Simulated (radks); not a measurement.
# Br⁻ held by a Watson sphere

An exercise on one series of results from a longer session: the logs are not shown, and one member is left open.

Method: scalar-relativistic Kohn-Sham, LDA (Slater exchange, Perdew-Wang correlation), spin-unpolarised, spherical densities, finite nucleus. Code: radks (a radial shooting solver on a logarithmic mesh, Libxc functionals) version 1.

### What is computed

| Quantity | Value |
| --- | --- |
| element | bromine (Z = 35) |
| charge | -1 |
| electrons | 36 |
| configuration | [Kr] |
| nuclear rms radius | 4.1629 fm |

Outer shells as boxes (Hund's rule):

Br⁻
```
[Ar] core
3d [↑↓][↑↓][↑↓][↑↓][↑↓]
4s [↑↓]
4p [↑↓][↑↓][↑↓]
```

Set-up of the first run:

The run's settings:

```text
Z 35
configuration [Kr]
relativity scalar-relativistic
functional lda,pw
spin unpolarised
nucleus finite rms 4.1629 fm
c 137.035999084
watson charge 1 radius 2.24 bohr
response adiabatic LDA kernel
```

Steps of the session up to this table: R = 2.24 bohr; R = 2.66 bohr; R = 2.85 bohr; R = 3.11 bohr; R = 3.23 bohr; R = 4.2 bohr; R = 4.52 bohr.

One table of the session follows, with a row left open; its other results are not shown here.

```
R (bohr)  highest level (eV)  its <r> (bohr)  sum of <r²> (bohr²)  α (bohr³)
    2.24              -8.455           2.125                46.06      24.56
    2.66              -7.913           2.174                47.80      27.95
    2.85              -7.659           2.193                48.50      29.58
    3.11                   ?               ?                    ?          ?
    3.23              -7.156           2.226                49.73      32.93
     4.2              -6.001           2.279                51.96      41.17
    4.52              -5.672           2.290                52.46      43.60
```

**Question.** Estimate the row for R (bohr) = 3.11.

Worked estimate for «highest level (eV)». A straight line through the neighbours (2.85, -7.659) and (3.23, -7.156) gives -7.659 + (-7.156 + 7.659) × (3.11 − 2.85) / (3.23 − 2.85) = -7.315; a parabola fitted to 4 rows on both sides gives -7.312.

As computed: highest level (eV): -7.313; its <r> (bohr): 2.216; sum of <r²> (bohr²): 49.37; α (bohr³): 31.87. In «highest level (eV)» the line misses by -0.002 and the parabola by +0.001.

In words: From R = 2.24 to 4.52 bohr the top level moves from -8.455 to -5.672 eV and its mean radius from 2.13 to 2.29 bohr. A wider sphere makes a shallower well, so the ion swells.
